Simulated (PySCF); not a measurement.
**The bond of ScP, level by level**

An exercise on one series of results from a longer session: the logs are not shown, and one member is left open.

Program: PySCF 2.14.0. Level of theory: Sc def2-TZVPP, P def2-TZVPP, no relativity. These are calculated values, not measurements.

Set-up of the first run:

A driver script around PySCF takes these settings:

```json
{"atoms": "Sc, P", "charge": "0", "basis": "Sc def2-TZVPP, P def2-TZVPP", "Hamiltonian": "no relativity", "basis functions": "106", "electrons treated": "36", "masses in u": "44.9559, 30.9738", "levels": "PBE0, PBE, r²SCAN, M06-L, revPBE, BP86, M06, HSE06, HF, MP2, SCS-MP2, CCSD, CCSD(T)", "grid": "80 radial by 434 angular points", "occupations": "held fixed by the projection of orbital angular momentum", "dissociation limit": "Sc + P, each in its ground configuration", "starting distance in angstrom": "2.385", "values of 2S to try": "0, 2, 4, 6"}
```

Started as:

```
OMP_NUM_THREADS=2 python dia.py task.json out
```

Steps of the session up to this table: The job; First curve: PBE0; Other states along the same grid; PBE; r²SCAN (meta-GGA); M06-L (meta-GGA); revPBE; BP86; M06 (hybrid meta-GGA); HSE06 (range-separated hybrid); ROHF; MP2 and coupled cluster.

One of the session's tables, all rows but one given; the rest of the session is left out.

It belongs to the step «The curves together». Energy (eV) from each level's lowest point:

```
R (Å)   ROHF  ROHF-MP2  ROHF-SCS-MP2    PBE  revPBE
1.961  1.469     1.229         1.286  1.225   1.277
2.052      ?         ?             ?      ?       ?
2.143  0.250     0.178         0.201  0.201   0.222
2.212  0.071     0.042         0.053  0.056   0.066
2.280  0.000     0.000         0.000  0.000   0.000
2.348  0.016     0.029         0.020  0.013   0.004
2.440  0.121     0.266         0.207  0.110   0.089
2.554  0.269     0.710         0.575  0.319   0.284
2.690    n/a       n/a           n/a  0.641   0.590
2.873    n/a       n/a           n/a  1.085   1.008
```

Q: Estimate the row for R (Å) = 2.052 from the others.

Worked estimate for «ROHF». A straight line through the neighbours (1.961, 1.469) and (2.143, 0.250) gives 1.469 + (0.250 − 1.469) × (2.052 − 1.961) / (2.143 − 1.961) = 0.859; a parabola fitted to 3 rows on both sides gives 0.724.

**Answer.** ROHF: 0.703; ROHF-MP2: 0.555; ROHF-SCS-MP2: 0.595; PBE: 0.576; revPBE: 0.612. In «ROHF» the line misses by +0.156 and the parabola by +0.021.

To keep in mind: At some levels the lowest empty orbital lies below the highest filled one (the two can be of opposite spin).
